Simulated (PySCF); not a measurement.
**[Ce(H2O)8]4+: other functionals and bases at one geometry**

An exercise on one series of results from a longer session: the logs are not shown, and one member is left open.

The runs use PySCF 2.14.0; several levels, as the steps say, no spin–orbit coupling.

1 further run of the same task is left out (for a known fault of the program).

## The system as given

25 atoms, charge 4, spin multiplicity 1.

Bond lengths: Ce1–O2 2.410 Å, Ce1–O5 2.410 Å, Ce1–O8 2.410 Å, Ce1–O11 2.410 Å, Ce1–O14 2.410 Å, Ce1–O17 2.410 Å, Ce1–O20 2.410 Å, Ce1–O23 2.410 Å, O2–H3 0.981 Å, O2–H4 0.980 Å, O5–H6 0.981 Å, O5–H7 0.980 Å, O8–H9 0.981 Å, O8–H10 0.980 Å, O11–H12 0.981 Å, O11–H13 0.980 Å, O14–H15 0.980 Å, O14–H16 0.981 Å and more. Angles: O2–Ce1–O5 74.9°, O2–Ce1–O8 118.5°, O2–Ce1–O11 74.9°, O2–Ce1–O14 74.9°, O2–Ce1–O17 141.6°, O2–Ce1–O20 141.6°, O2–Ce1–O23 74.9°, O5–Ce1–O8 74.9°, O5–Ce1–O11 118.5°, O5–Ce1–O14 74.9°, O5–Ce1–O17 74.9°, O5–Ce1–O20 141.6°, O5–Ce1–O23 141.6°, O8–Ce1–O11 74.9°, O8–Ce1–O14 141.6°, O8–Ce1–O17 74.9°, O8–Ce1–O20 74.9°, O8–Ce1–O23 141.6° and more.

Geometry (Å):

```xyz
25
CeH16O8
Ce    0.0000    0.0000    0.0000
O     2.0717    0.0000    1.2318
H     2.2450    0.0000    2.1976
H     2.9698   -0.0001    0.8386
O     0.0000    2.0717    1.2318
H     0.0000    2.2450    2.1976
H     0.0001    2.9698    0.8386
O    -2.0717    0.0000    1.2318
H    -2.2450    0.0000    2.1976
H    -2.9698    0.0001    0.8386
O     0.0000   -2.0717    1.2318
H     0.0000   -2.2450    2.1976
H    -0.0001   -2.9698    0.8386
O     1.4649    1.4649   -1.2318
H     2.1000    2.0999   -0.8386
H     1.5875    1.5874   -2.1976
O    -1.4649    1.4649   -1.2318
H    -2.0999    2.1000   -0.8386
H    -1.5874    1.5875   -2.1976
O    -1.4649   -1.4649   -1.2318
H    -2.1000   -2.0999   -0.8386
H    -1.5875   -1.5874   -2.1976
O     1.4649   -1.4649   -1.2318
H     2.0999   -2.1000   -0.8386
H     1.5874   -1.5875   -2.1976
```

Formal oxidation states: Ce +4. The 4f shell is empty and lies in the core potential. An earlier session relaxed this geometry at PBE0, Ce lcecp-2-SVP with ECP46, O def2-SVP, H def2-SVP (singlet, point group D4d). Its vibrations showed it to be a saddle point, relaxed within its symmetry.

At PBE0 on the finer grid: E = -647.434319 Eh, frontier levels not given, since the 4f levels lie in the core, Mulliken charge on Ce1 +1.64 e, largest force component 0.005 eV/Å. The large-core potential holds the 4f shell empty.

Levels to run: PBE; HF; wB97X; TPSSh. Hardware: 4 threads of Arm Neoverse V2, shared host.

The first run:

Contents of run.py (the lines that set the calculation):

```python
mol = gto.M(atom='''
Ce     0.00000     0.00000     0.00000
O      2.07170    -0.00004     1.23176
H      2.24502    -0.00004     2.19758
H      2.96981    -0.00006     0.83863
O      0.00004     2.07170     1.23176
H      0.00004     2.24502     2.19758
H      0.00006     2.96981     0.83863
O     -2.07170     0.00004     1.23176
H     -2.24502     0.00004     2.19758
H     -2.96981     0.00006     0.83863
O     -0.00004    -2.07170     1.23176
H     -0.00004    -2.24502     2.19758
H     -0.00006    -2.96981     0.83863
O      1.46494     1.46489    -1.23176
H      2.10002     2.09993    -0.83863
H      1.58750     1.58744    -2.19758
O     -1.46489     1.46494    -1.23176
H     -2.09993     2.10002    -0.83863
H     -1.58744     1.58750    -2.19758
O     -1.46494    -1.46489    -1.23176
H     -2.10002    -2.09993    -0.83863
H     -1.58750    -1.58744    -2.19758
O      1.46489    -1.46494    -1.23176
H      2.09993    -2.10002    -0.83863
H      1.58744    -1.58750    -2.19758''',
    basis={'Ce': 'lcecp-2-SVP', 'O': 'def2-SVP', 'H': 'def2-SVP'},
    ecp={'Ce': 'lcecp-2-SVP'},
    charge=4, spin=0)
mf = dft.RKS(mol, xc='PBE')
mf.grids.atom_grid = (75, 302)  # f atoms: unpruned, at least (60, 302)
mf = mf.density_fit()  # fitting sets: Ce AutoAux, O def2-universal-JKFIT, H def2-universal-JKFIT
mf.conv_tol = 1e-08; mf.max_cycle = 55
mf.kernel(dm0)  # dm0: the density of the relaxed state
```

On the command line:

```bash
$ OMP_NUM_THREADS=4 python run.py
```

Steps of the session up to this table: PBE; HF; wB97X; TPSSh.

One table of the session follows, with a row left open; its other results are not shown here.

| level | charge on Ce1 (e) | largest force component (eV/Å) |
| --- | --- | --- |
| PBE0 (relaxed here) | 1.64 | 0.01 |
| PBE | 1.31 | 0.47 |
| HF | 2.40 | 1.16 |
| wB97X | 1.61 | 0.03 |
| TPSSh | ? | ? |

Estimate the missing values for TPSSh.

**Answer.** charge on Ce1 (e): 1.56; largest force component (eV/Å): 0.25. In the column «charge on Ce1 (e)» it lies between PBE (1.31) and wB97X (1.61).

The largest leftover force, 1.16 eV/Å with HF, stands at a geometry relaxed at another level. With 4f in the core, its levels are missing from HOMO and gap, and its count is fixed, so no charge can pass from the ligands into it. Total energies of different levels can't be compared.
